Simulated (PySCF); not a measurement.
**[Nd(H2O)8]3+: forces at shaken geometries**

Aim: move all atoms of relaxed [Nd(H2O)8]3+ at random and read energies and forces. The species was built from a template and needn't be a known compound.

Program: PySCF 2.14.0. Level of theory: BP86, Nd lcecp-1-SVP with ECP49, O def2-SVP, H def2-SVP; scalar-relativistic core potentials, no spin–orbit coupling. These are calculated values, not measurements.

4 further runs of the same task are left out: 2 for a known fault of the program, 2 that didn't finish.

## 1. The system as given

25 atoms, charge 3, spin multiplicity 1.

Bond lengths: Nd1–O2 2.503 Å, Nd1–O5 2.503 Å, Nd1–O8 2.503 Å, Nd1–O11 2.503 Å, Nd1–O14 2.503 Å, Nd1–O17 2.503 Å, Nd1–O20 2.503 Å, Nd1–O23 2.503 Å, O2–H3 0.983 Å, O2–H4 0.983 Å, O5–H6 0.983 Å, O5–H7 0.983 Å, O8–H9 0.983 Å, O8–H10 0.983 Å, O11–H12 0.983 Å, O11–H13 0.983 Å, O14–H15 0.983 Å, O14–H16 0.983 Å and more. Angles: O2–Nd1–O5 72.8°, O2–Nd1–O8 114.1°, O2–Nd1–O11 72.8°, O2–Nd1–O14 78.4°, O2–Nd1–O17 142.6°, O2–Nd1–O20 142.5°, O2–Nd1–O23 78.4°, O5–Nd1–O8 72.8°, O5–Nd1–O11 114.1°, O5–Nd1–O14 78.4°, O5–Nd1–O17 78.4°, O5–Nd1–O20 142.6°, O5–Nd1–O23 142.5°, O8–Nd1–O11 72.8°, O8–Nd1–O14 142.5°, O8–Nd1–O17 78.4°, O8–Nd1–O20 78.4°, O8–Nd1–O23 142.6° and more.

Coordinates:

| atom | x (Å) | y (Å) | z (Å) |
| --- | --- | --- | --- |
| Nd1 | 0.0000 | 0.0000 | 0.0008 |
| O2 | 2.1005 | 0.0029 | 1.3626 |
| H3 | 2.2986 | 0.5791 | 2.1346 |
| H4 | 2.9118 | -0.5394 | 1.2434 |
| O5 | -0.0029 | 2.1005 | 1.3626 |
| H6 | -0.5791 | 2.2986 | 2.1346 |
| H7 | 0.5394 | 2.9118 | 1.2434 |
| O8 | -2.1005 | -0.0029 | 1.3626 |
| H9 | -2.2986 | -0.5791 | 2.1346 |
| H10 | -2.9118 | 0.5394 | 1.2434 |
| O11 | 0.0029 | -2.1005 | 1.3626 |
| H12 | 0.5791 | -2.2986 | 2.1346 |
| H13 | -0.5394 | -2.9118 | 1.2434 |
| O14 | 1.4802 | 1.4885 | -1.3629 |
| H15 | 2.4371 | 1.6804 | -1.2436 |
| H16 | 1.2111 | 2.0356 | -2.1344 |
| O17 | -1.4885 | 1.4802 | -1.3629 |
| H18 | -1.6804 | 2.4371 | -1.2436 |
| H19 | -2.0356 | 1.2111 | -2.1344 |
| O20 | -1.4802 | -1.4885 | -1.3629 |
| H21 | -2.4371 | -1.6804 | -1.2436 |
| H22 | -1.2111 | -2.0356 | -2.1344 |
| O23 | 1.4885 | -1.4802 | -1.3629 |
| H24 | 1.6804 | -2.4371 | -1.2436 |
| H25 | 2.0356 | -1.2111 | -2.1344 |

Formal oxidation states: Nd +3. Each metal's 3 4f electrons lie in its core potential, so multiplicities, spins and levels count the valence alone. An earlier session relaxed this geometry at BP86, Nd lcecp-1-SVP with ECP49, O def2-SVP, H def2-SVP (singlet, point group S8).

Its energy there is -644.253523 Eh.

## 2. Atoms moved at random, σ = 0.06 Å

run.py (the lines that set the calculation) reads:

```python
mol = gto.M(atom='''
Nd    -0.02559    -0.01787     0.01023
O      2.03666     0.04526     1.35596
H      2.33830     0.58462     2.14672
H      2.92480    -0.52523     1.29476
O     -0.02269     2.11274     1.33085
H     -0.69026     2.22119     2.17631
H      0.55514     2.90798     1.35280
O     -2.02683     0.01004     1.27770
H     -2.35775    -0.55227     2.15108
H     -2.90519     0.47858     1.16791
O      0.04955    -2.13878     1.42055
H      0.57570    -2.29785     2.14121
H     -0.52639    -2.92504     1.22095
O      1.55602     1.52856    -1.35118
H      2.41421     1.67136    -1.19744
H      1.19506     1.98019    -2.13164
O     -1.46932     1.46265    -1.31450
H     -1.59330     2.50075    -1.22953
H     -2.05299     1.20652    -2.15349
O     -1.50858    -1.51570    -1.35197
H     -2.40738    -1.63833    -1.35378
H     -1.28645    -1.95643    -2.22167
O      1.46630    -1.47062    -1.39598
H      1.74602    -2.43637    -1.28829
H      2.01499    -1.23594    -2.05756''',
    basis={'Nd': 'lcecp-1-SVP', 'O': 'def2-SVP', 'H': 'def2-SVP'},
    ecp={'Nd': 'lcecp-1-SVP'},
    charge=3, spin=0)
mf = dft.RKS(mol, xc='B88,P86')
mf.grids.atom_grid = (50, 194)  # f atoms: unpruned, at least (60, 302)
mf = mf.density_fit()  # fitting sets: Nd AutoAux, O def2-universal-JKFIT, H def2-universal-JKFIT
mf.conv_tol = 1e-08; mf.max_cycle = 55
mf.kernel(dm0)  # dm0: the density of the relaxed state
```

The run is started by

```console
$ OMP_NUM_THREADS=4 python run.py
```

The log of the run:

```text
init E= -644.03207953023
  HOMO = -0.712023723240152  LUMO = -0.495654688326294  gap/eV = 5.88770
cycle= 1 E= -644.17043362922  delta_E= -0.138  |g|= 0.242  |ddm|= 0.596
  HOMO = -0.662766334306417  LUMO = -0.45744256826757  gap/eV = 5.58714
cycle= 2 E= -644.144205068207  delta_E= 0.0262  |g|= 0.452  |ddm|= 0.489
  HOMO = -0.700218988580921  LUMO = -0.463021309626594  gap/eV = 6.45448
cycle= 3 E= -644.182374962617  delta_E= -0.0382  |g|= 0.0428  |ddm|= 0.311
  HOMO = -0.699126567436542  LUMO = -0.463807404330726  gap/eV = 6.40336
cycle= 4 E= -644.182704663362  delta_E= -0.00033  |g|= 0.00819  |ddm|= 0.0354
  HOMO = -0.699824027845965  LUMO = -0.463887772977387  gap/eV = 6.42015
cycle= 5 E= -644.182714574844  delta_E= -9.91e-06  |g|= 0.00393  |ddm|= 0.00764
  HOMO = -0.699723991799101  LUMO = -0.463911802148885  gap/eV = 6.41678
cycle= 6 E= -644.182717381856  delta_E= -2.81e-06  |g|= 0.000613  |ddm|= 0.00288
  HOMO = -0.699685611405262  LUMO = -0.463912445040702  gap/eV = 6.41571
cycle= 7 E= -644.182717442535  delta_E= -6.07e-08  |g|= 0.000261  |ddm|= 0.000628
  HOMO = -0.699704704691238  LUMO = -0.463914790742702  gap/eV = 6.41617
cycle= 8 E= -644.182717454845  delta_E= -1.23e-08  |g|= 4.22e-05  |ddm|= 0.000194
  HOMO = -0.699704262408968  LUMO = -0.463915414782246  gap/eV = 6.41614
cycle= 9 E= -644.182717455212  delta_E= -3.67e-10  |g|= 8.92e-06  |ddm|= 4.51e-05
  HOMO = -0.69970510005415  LUMO = -0.46391538765667  gap/eV = 6.41616
Extra cycle  E= -644.182717455201  delta_E= 1.11e-11  |g|= 1.24e-05  |ddm|= 1.63e-05
converged SCF energy = -644.182717455201
```

Run time: 26 s. Hardware: 4 threads of Arm Neoverse N1, shared host.

It gives: E = -644.182717 Eh (+1.927 eV from the relaxed state), HOMO -19.04 eV, LUMO -12.62 eV, Mulliken charge on Nd1 +0.78 e, largest force component 6.982 eV/Å. 

| atom | Fx | Fy | Fz (eV/Å) |
| --- | --- | --- | --- |
| Nd1 | 0.899 | 0.137 | -0.272 |
| O2 | 3.243 | -1.054 | 0.970 |
| H3 | -0.783 | -0.034 | -0.559 |
| H4 | -2.282 | 1.030 | -0.321 |
| O5 | -2.137 | 0.046 | 2.551 |
| H6 | 2.142 | -0.123 | -2.594 |
| H7 | -0.066 | 0.037 | 0.042 |
| O8 | -2.906 | -1.463 | 3.455 |
| H9 | 1.550 | 1.329 | -2.507 |
| H10 | 0.731 | 0.105 | -0.510 |
| O11 | -3.160 | 0.922 | -4.263 |
| H12 | 2.502 | -1.145 | 3.650 |
| H13 | 0.572 | 0.321 | 0.459 |
| O14 | -6.982 | -2.009 | -0.216 |
| H15 | 6.226 | 1.424 | 0.615 |
| H16 | 0.533 | 0.421 | -0.324 |
| O17 | -1.676 | 1.761 | -1.970 |
| H18 | 0.224 | -2.373 | -0.208 |
| H19 | 1.373 | 0.733 | 2.030 |
| O20 | 4.372 | 0.147 | -1.184 |
| H21 | -4.733 | -0.470 | 0.533 |
| H22 | 0.373 | 0.265 | 0.625 |
| O23 | -2.875 | -3.046 | 4.293 |
| H24 | -0.660 | 0.922 | 0.225 |
| H25 | 3.521 | 2.119 | -4.519 |

## 3. Atoms moved at random, σ = 0.03 Å

run.py (the lines that set the calculation) reads:

```python
mol = gto.M(atom='''
Nd    -0.01056     0.02527     0.02765
O      2.14486    -0.00990     1.33223
H      2.28635     0.56824     2.14152
H      2.91826    -0.58387     1.22149
O      0.02703     2.08732     1.37631
H     -0.59514     2.32180     2.09550
H      0.54723     2.95067     1.23172
O     -2.10637    -0.00473     1.35659
H     -2.31684    -0.62003     2.14403
H     -2.92681     0.58421     1.22620
O      0.00648    -2.14418     1.42286
H      0.59588    -2.29252     2.15946
H     -0.61440    -2.94234     1.28636
O      1.45770     1.46621    -1.34733
H      2.47285     1.70272    -1.26637
H      1.21193     2.02197    -2.15423
O     -1.51100     1.48776    -1.34269
H     -1.69527     2.40910    -1.25681
H     -1.95761     1.22214    -2.15635
O     -1.50216    -1.45123    -1.35092
H     -2.44285    -1.69081    -1.22559
H     -1.19859    -2.03636    -2.13635
O      1.50623    -1.45174    -1.40031
H      1.69173    -2.43770    -1.25900
H      2.01108    -1.18201    -2.12598''',
    basis={'Nd': 'lcecp-1-SVP', 'O': 'def2-SVP', 'H': 'def2-SVP'},
    ecp={'Nd': 'lcecp-1-SVP'},
    charge=3, spin=0)
mf = dft.RKS(mol, xc='B88,P86')
mf.grids.atom_grid = (50, 194)  # f atoms: unpruned, at least (60, 302)
mf = mf.density_fit()  # fitting sets: Nd AutoAux, O def2-universal-JKFIT, H def2-universal-JKFIT
mf.conv_tol = 1e-08; mf.max_cycle = 55
mf.kernel(dm0)  # dm0: the density of the relaxed state
```

The run is started by

```console
$ OMP_NUM_THREADS=4 python run.py
```

The log of the run:

```text
init E= -644.089979087672
  HOMO = -0.725456950229516  LUMO = -0.491694411619193  gap/eV = 6.36100
cycle= 1 E= -644.230314757768  delta_E= -0.14  |g|= 0.135  |ddm|= 0.341
  HOMO = -0.6875039705075  LUMO = -0.461658913701058  gap/eV = 6.14556
cycle= 2 E= -644.223939728827  delta_E= 0.00638  |g|= 0.233  |ddm|= 0.26
  HOMO = -0.700600776990578  LUMO = -0.464954906783667  gap/eV = 6.41225
cycle= 3 E= -644.233933568834  delta_E= -0.00999  |g|= 0.0261  |ddm|= 0.161
  HOMO = -0.701006819822726  LUMO = -0.465921062465419  gap/eV = 6.39701
cycle= 4 E= -644.234059856941  delta_E= -0.000126  |g|= 0.00473  |ddm|= 0.023
  HOMO = -0.700759619861043  LUMO = -0.465843297808824  gap/eV = 6.39240
cycle= 5 E= -644.234063446055  delta_E= -3.59e-06  |g|= 0.00229  |ddm|= 0.00472
  HOMO = -0.70090141602856  LUMO = -0.465847286171922  gap/eV = 6.39615
cycle= 6 E= -644.234064392929  delta_E= -9.47e-07  |g|= 0.000398  |ddm|= 0.00168
  HOMO = -0.700917136559582  LUMO = -0.465878248644977  gap/eV = 6.39573
cycle= 7 E= -644.234064425948  delta_E= -3.3e-08  |g|= 5.83e-05  |ddm|= 0.000396
  HOMO = -0.700918491743584  LUMO = -0.465876211870164  gap/eV = 6.39583
cycle= 8 E= -644.234064426467  delta_E= -5.18e-10  |g|= 3.5e-05  |ddm|= 6.59e-05
  HOMO = -0.70091681842598  LUMO = -0.465876308881562  gap/eV = 6.39578
Extra cycle  E= -644.23406442584  delta_E= 6.26e-10  |g|= 6.8e-05  |ddm|= 6.69e-05
converged SCF energy = -644.23406442584
```

Run time: 25 s. Hardware: 4 threads of Arm Neoverse N1, shared host.

Result: E = -644.234064 Eh (+0.530 eV from the relaxed state), HOMO -19.07 eV, LUMO -12.68 eV, Mulliken charge on Nd1 +0.77 e, largest force component 3.045 eV/Å. 

| atom | Fx | Fy | Fz (eV/Å) |
| --- | --- | --- | --- |
| Nd1 | 0.222 | -0.589 | -0.066 |
| O2 | -0.872 | 0.938 | 0.655 |
| H3 | 0.167 | -0.696 | -0.776 |
| H4 | 0.597 | -0.212 | 0.128 |
| O5 | 0.759 | 1.365 | -0.256 |
| H6 | -0.137 | -0.020 | 0.215 |
| H7 | -0.634 | -1.229 | 0.154 |
| O8 | -1.268 | -0.051 | 0.896 |
| H9 | 0.161 | 1.035 | -1.176 |
| H10 | 1.073 | -0.957 | 0.323 |
| O11 | -1.876 | -0.204 | -1.799 |
| H12 | 0.621 | -0.648 | 1.082 |
| H13 | 1.247 | 1.090 | 0.562 |
| O14 | 2.147 | 1.412 | -0.961 |
| H15 | -2.152 | -0.672 | 0.035 |
| H16 | 0.045 | -0.639 | 0.859 |
| O17 | 0.821 | -1.709 | 0.438 |
| H18 | -0.393 | 2.066 | 0.249 |
| H19 | -0.447 | -0.326 | -0.696 |
| O20 | 0.804 | -0.945 | -1.305 |
| H21 | -0.221 | -0.009 | 0.023 |
| H22 | -0.514 | 0.972 | 1.284 |
| O23 | -1.870 | -2.108 | 3.045 |
| H24 | -0.142 | 1.299 | -0.315 |
| H25 | 1.862 | 0.839 | -2.597 |

## 4. Atoms moved at random, σ = 0.15 Å

run.py (the lines that set the calculation) reads:

```python
mol = gto.M(atom='''
Nd    -0.07294    -0.15623     0.09387
O      2.11541     0.01091     1.21446
H      2.18314     0.56646     1.99667
H      2.89089    -0.29813     1.06991
O      0.00954     2.00427     1.20410
H     -0.16944     2.15349     2.20818
H      0.57990     2.98398     1.24776
O     -2.14354    -0.16212     1.46142
H     -2.31195    -0.57608     2.01759
H     -3.06774     0.40182     1.27418
O      0.04588    -2.01542     1.33805
H      0.57650    -2.38272     2.18398
H     -0.70325    -2.96973     1.32413
O      1.48433     1.38934    -1.37735
H      2.25174     1.85054    -1.21902
H      1.08174     2.19729    -2.39165
O     -1.58888     1.46318    -1.23977
H     -1.75360     2.40627    -1.22559
H     -1.92308     1.19122    -2.02383
O     -1.42968    -1.43928    -1.34072
H     -2.20924    -1.51075    -1.46736
H     -1.32849    -2.05233    -2.00299
O      1.59332    -1.49481    -1.37721
H      1.87168    -2.43257    -0.96544
H      2.01776    -1.12861    -2.00337''',
    basis={'Nd': 'lcecp-1-SVP', 'O': 'def2-SVP', 'H': 'def2-SVP'},
    ecp={'Nd': 'lcecp-1-SVP'},
    charge=3, spin=0)
mf = dft.RKS(mol, xc='B88,P86')
mf.grids.atom_grid = (50, 194)  # f atoms: unpruned, at least (60, 302)
mf = mf.density_fit()  # fitting sets: Nd AutoAux, O def2-universal-JKFIT, H def2-universal-JKFIT
mf.conv_tol = 1e-08; mf.max_cycle = 55
mf.kernel(dm0)  # dm0: the density of the relaxed state
```

The run is started by

```console
$ OMP_NUM_THREADS=4 python run.py
```

The log of the run:

```text
init E= -643.570395857424
  HOMO = -0.769750122971511  LUMO = -0.614982758578368  gap/eV = 4.21143
cycle= 1 E= -643.756505120383  delta_E= -0.186  |g|= 0.64  |ddm|= 1.43
  HOMO = -0.541817045087612  LUMO = -0.450675577744488  gap/eV = 2.48009
cycle= 2 E= -643.443037395671  delta_E= 0.313  |g|=  1.4  |ddm|= 1.42
  HOMO = -0.681484387051274  LUMO = -0.474068831128358  gap/eV = 5.64406
cycle= 3 E= -643.836432949157  delta_E= -0.393  |g|= 0.159  |ddm|= 1.01
  HOMO = -0.665977108741362  LUMO = -0.47647813871987  gap/eV = 5.15653
cycle= 4 E= -643.840726765708  delta_E= -0.00429  |g|= 0.0848  |ddm|= 0.159
  HOMO = -0.673780837152364  LUMO = -0.476533374797282  gap/eV = 5.36738
cycle= 5 E= -643.842079972438  delta_E= -0.00135  |g|= 0.016  |ddm|= 0.0624
  HOMO = -0.6724105579294  LUMO = -0.476932546885212  gap/eV = 5.31923
cycle= 6 E= -643.842118875591  delta_E= -3.89e-05  |g|= 0.00741  |ddm|= 0.014
  HOMO = -0.672693233810307  LUMO = -0.476799911798604  gap/eV = 5.33053
cycle= 7 E= -643.842128874629  delta_E= -1e-05  |g|= 0.00149  |ddm|= 0.00559
  HOMO = -0.67272277397533  LUMO = -0.47682004190238  gap/eV = 5.33078
cycle= 8 E= -643.842129247698  delta_E= -3.73e-07  |g|= 0.000594  |ddm|= 0.00128
  HOMO = -0.672752565067093  LUMO = -0.476818633097874  gap/eV = 5.33163
cycle= 9 E= -643.842129299667  delta_E= -5.2e-08  |g|= 0.000242  |ddm|= 0.000467
  HOMO = -0.672763703162371  LUMO = -0.476826292084736  gap/eV = 5.33173
cycle= 10 E= -643.842129311444  delta_E= -1.18e-08  |g|= 5.22e-05  |ddm|= 0.0002
  HOMO = -0.672765022145867  LUMO = -0.476826151093714  gap/eV = 5.33177
cycle= 11 E= -643.842129311903  delta_E= -4.59e-10  |g|= 1.83e-05  |ddm|= 4.61e-05
  HOMO = -0.67276545169732  LUMO = -0.476826392198925  gap/eV = 5.33177
Extra cycle  E= -643.842129311761  delta_E= 1.42e-10  |g|= 3.32e-05  |ddm|= 3.59e-05
converged SCF energy = -643.842129311761
```

It took 29 s on 4 threads of Arm Neoverse N1, shared host.

Read off: E = -643.842129 Eh (+11.195 eV from the relaxed state), HOMO -18.31 eV, LUMO -12.98 eV, Mulliken charge on Nd1 +0.77 e, largest force component 28.092 eV/Å. 

| atom | Fx | Fy | Fz (eV/Å) |
| --- | --- | --- | --- |
| Nd1 | 1.105 | 2.406 | -1.588 |
| O2 | -9.349 | 3.287 | 1.415 |
| H3 | 0.220 | 0.543 | 0.764 |
| H4 | 9.415 | -3.877 | -1.882 |
| O5 | 2.086 | 4.744 | 3.188 |
| H6 | -0.549 | -1.019 | -1.396 |
| H7 | -1.736 | -3.411 | -1.305 |
| O8 | 4.884 | 22.361 | -28.092 |
| H9 | -8.159 | -20.592 | 27.627 |
| H10 | 3.155 | -1.716 | 0.537 |
| O11 | -1.758 | -6.730 | 3.341 |
| H12 | -0.918 | 1.269 | -2.052 |
| H13 | 2.758 | 3.835 | -0.254 |
| O14 | -5.683 | 1.088 | -4.942 |
| H15 | 3.963 | 2.029 | 0.986 |
| H16 | 1.526 | -3.379 | 4.014 |
| O17 | 2.266 | 0.243 | 4.535 |
| H18 | -0.155 | 1.235 | 0.329 |
| H19 | -2.164 | -1.720 | -4.862 |
| O20 | 15.081 | 2.857 | 4.071 |
| H21 | -18.728 | 0.064 | -1.009 |
| H22 | 3.046 | -3.534 | -3.699 |
| O23 | -6.458 | -6.658 | 10.627 |
| H24 | -0.075 | 2.759 | -2.121 |
| H25 | 6.226 | 3.914 | -8.230 |

## 5. Results

| σ (Å) | energy rise (eV) | harmonic estimate −½ F·u (eV) | largest force component (eV/Å) |
| --- | --- | --- | --- |
| 0.06 | 1.927 | 1.961 | 6.98 |
| 0.03 | 0.530 | 0.527 | 3.04 |
| 0.15 | 11.195 | 11.782 | 28.09 |

Every displacement raises the energy. For a harmonic well the rise equals −½ F·u; the two differ by at most 5 % here (a move with σ = 0.15 Å), from anharmonicity, the grid and the small forces left at the relaxed point. The largest moves cost over 1 eV, far outside the harmonic range, so agreement there can come from errors that cancel between squeezed and stretched bonds. These are double-zeta-type bases without diffuse functions. Spin–orbit coupling is left out. The core potential fixes the 4f count, so no charge can pass from the ligands into that shell.
